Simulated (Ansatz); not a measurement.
# C2H6BClO: how energies converge with the basis set

One table from this session's results is given with a row withheld; the runs are named, their logs left out.

Program: Ansatz 0.2.0, Gaussian basis. Level of theory: one geometry, several basis sets. These are calculated values, not measurements.

Plan: PBE0-D4/def2-SVP; ωB97M-V/def2-SVP; PBE0-D4/def2-QZVPP; ωB97M-V/def2-QZVPP; the functionals' def2-TZVPP values are taken from earlier runs.

**Structure used throughout**

All runs share one geometry, relaxed beforehand with PBE0-D4 in a triple-zeta def2 set.

SMILES `CCOBCl`, 11 atoms, charge 0, spin multiplicity 1.

Atoms are counted from 1 here; the program's logs count them from 0.

Bond lengths: C1–C2 1.508 Å, C1–H6 1.092 Å, C1–H7 1.091 Å, C1–H8 1.092 Å, C2–O3 1.425 Å, C2–H9 1.093 Å, C2–H10 1.095 Å, O3–B4 1.333 Å, B4–Cl5 1.757 Å, B4–H11 1.196 Å. Angles: C2–C1–H6 110.0°, C2–C1–H7 110.6°, C2–C1–H8 110.9°, H6–C1–H7 108.5°, H6–C1–H8 108.3°, H7–C1–H8 108.4°, C1–C2–O3 110.1°, C1–C2–H9 110.8°, C1–C2–H10 111.2°, O3–C2–H9 106.7°, O3–C2–H10 109.7°, H9–C2–H10 108.2°, C2–O3–B4 121.7°, O3–B4–Cl5 118.4°, O3–B4–H11 122.8°, Cl5–B4–H11 118.8°.

The first run:

Contents of in.yaml:

```yaml
crystal:
  periodic: [false, false, false]
  atoms:
    - {symbol: C, position_ang: [-0.327303, -0.639769, 1.365208]}
    - {symbol: C, position_ang: [-0.346009, 0.509080, 0.388975]}
    - {symbol: O, position_ang: [0.796392, 0.448989, -0.460097]}
    - {symbol: B, position_ang: [0.685875, 0.225562, -1.769729]}
    - {symbol: Cl, position_ang: [2.155035, 0.147432, -2.730094]}
    - {symbol: H, position_ang: [-1.171679, -0.559095, 2.053605]}
    - {symbol: H, position_ang: [0.595393, -0.634604, 1.947998]}
    - {symbol: H, position_ang: [-0.400025, -1.596104, 0.843002]}
    - {symbol: H, position_ang: [-0.297005, 1.466196, 0.914161]}
    - {symbol: H, position_ang: [-1.257366, 0.498226, -0.217616]}
    - {symbol: H, position_ang: [-0.368008, 0.077087, -2.314713]}
basis:
  gaussian: {orbitals: def2-SVP}
hamiltonian: {xc: pbe0, dispersion: d4}
output: {orbitals: {seedname: orbitals}}
```

Command:

```bash
ansatz run in.yaml --threads 4 --pin off --events-out ev --progress --plain --max-ram 10444MiB
```

Steps of the session up to this table: PBE0-D4 in def2-SVP; ωB97M-V in def2-SVP; PBE0-D4 in def2-QZVPP; ωB97M-V in def2-QZVPP.

One of the session's tables, all rows but one given; the rest of the session is left out.

It belongs to the step «Functionals by basis». 

| functional | basis | HOMO (eV) | LUMO (eV) |
| --- | --- | --- | --- |
| PBE0-D4 | def2-SVP | ? | ? |
| PBE0-D4 | def2-TZVPP | -8.72 | -0.26 |
| PBE0-D4 | def2-QZVPP | -8.75 | -0.35 |
| ωB97M-V | def2-SVP | -10.80 | 2.15 |
| ωB97M-V | def2-TZVPP | -11.03 | 1.67 |
| ωB97M-V | def2-QZVPP | -11.06 | 1.40 |

Q: Estimate the row for PBE0-D4, def2-SVP from the others.

As computed: HOMO (eV): -8.54; LUMO (eV): 0.04. In the column «HOMO (eV)» it is the highest.
